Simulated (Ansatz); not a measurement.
This was printed by a script on the Ansatz DFT code, driven from Python, for a geometry optimisation of Cl₂FHSi, SMILES F[SiH](Cl)Cl. What did the script look like? Use: PBE0, cc-pVDZ basis, multiplicity 1.

| atom | x (Å) | y (Å) | z (Å) |
| --- | --- | --- | --- |
| F | 0.0645 | -0.7338 | 1.5374 |
| Si | 0.1071 | -0.0613 | 0.0568 |
| Cl | -0.5544 | 1.8856 | 0.0677 |
| Cl | -1.0688 | -1.0358 | -1.2209 |
| H | 1.5015 | -0.1284 | -0.4825 |

```console
$ python opt_cl2fhsi.py
step   1  E = -35646.329227 eV  largest force component 1.1545 eV/A
step   2  E = -35646.403539 eV  largest force component 0.2280 eV/A
step   3  E = -35646.412927 eV  largest force component 0.1360 eV/A
step   4  E = -35646.415644 eV  largest force component 0.0445 eV/A
step   5  E = -35646.415752 eV  largest force component 0.0064 eV/A
converged              True
free_energy_ev         -35646.41577275989
reference_energy_ev    -35646.41577275989
n_frozen               0
n_occupied             [29, 29]
n_virtual              [44, 44]
final positions (A) and the move of each atom
F     0.03278   -0.69829    1.50269    0.0589
Si    0.12405   -0.04566    0.01103    0.0512
Cl   -0.52181    1.89613    0.13058    0.0716
Cl   -1.10947   -1.11961   -1.22471    0.0932
H     1.52436   -0.10628   -0.46110    0.0383
dipole moment 1.318 D
Mulliken: [('F', -0.293), ('Si', 0.672), ('Cl', -0.178), ('Cl', -0.178), ('H', -0.024)]
```

The script that was run (others could print the same):

`opt_cl2fhsi.py`
```python
"""Minimum-energy structure of Cl2FHSi."""

import warnings

import ansatz as az
import numpy as np

BASIS_SET = "cc-pVDZ"
FUNCTIONAL = "pbe0"

warnings.simplefilter("ignore", az.DeckWarning)

geometry_ang = [
    ("F", (0.0645, -0.7338, 1.5374)),
    ("Si", (0.1071, -0.0613, 0.0568)),
    ("Cl", (-0.5544, 1.8856, 0.0677)),
    ("Cl", (-1.0688, -1.0358, -1.2209)),
    ("H", (1.5015, -0.1284, -0.4825)),
]
cl2fhsi = az.Crystal.molecule()
for symbol, xyz in geometry_ang:
    cl2fhsi = cl2fhsi.atom(symbol, xyz)

setup = cl2fhsi.calculation()
setup = setup.basis(gaussian=BASIS_SET)
setup = setup.functional(FUNCTIONAL)
symbols = [site.symbol for site in cl2fhsi.cartesian_sites]
start = np.array([site.position_ang for site in cl2fhsi.cartesian_sites], dtype=float)
def progress(event):
    if event["event"] == "relax_step":
        row = event["data"]
        print(f"step {row['step']:3d}  E = {row['lagrangian_ev']:.6f} eV  largest force component {row['allowed_force_max_ev_ang']:.4f} eV/A")


data = setup.relax(force_tolerance=0.02).session().plan().execute(on_event=progress).report
end = np.array(data["positions_ang"])

for key in ("converged", "free_energy_ev", "reference_energy_ev", "n_frozen", "n_occupied", "n_virtual"):
    print(f"{key:22s} {data[key]}")

print("final positions (A) and the move of each atom")
for symbol, xyz, old in zip(symbols, end, start):
    print(f"{symbol:2s} {xyz[0]:10.5f} {xyz[1]:10.5f} {xyz[2]:10.5f}   {np.linalg.norm(xyz - old):7.4f}")

charges = data["charge_distribution"]
print("dipole moment", round(4.803205 * float(np.linalg.norm(charges["dipole_moment_e_ang"])), 3), "D")
print("Mulliken:", [(s, round(q, 3)) for s, q in zip(symbols, charges["mulliken_charges_e"])])
with open("cl2fhsi_opt.xyz", "w") as handle:
    handle.write(f"{len(symbols)}\nrelaxed Cl2FHSi\n")
    handle.writelines(f"{s:2s} {x:11.6f} {y:11.6f} {z:11.6f}\n" for s, (x, y, z) in zip(symbols, end))
```

What to keep in mind:
- Total energies depend on the basis set; only differences at equal settings carry meaning.
- The end point is the stationary point reached from this start; no frequency run checks that it is a minimum, and the basis set is modest.
- It ran for 18 s on 1 thread of Arm Neoverse V1, with other jobs on the host, peak memory 0.22 GiB.
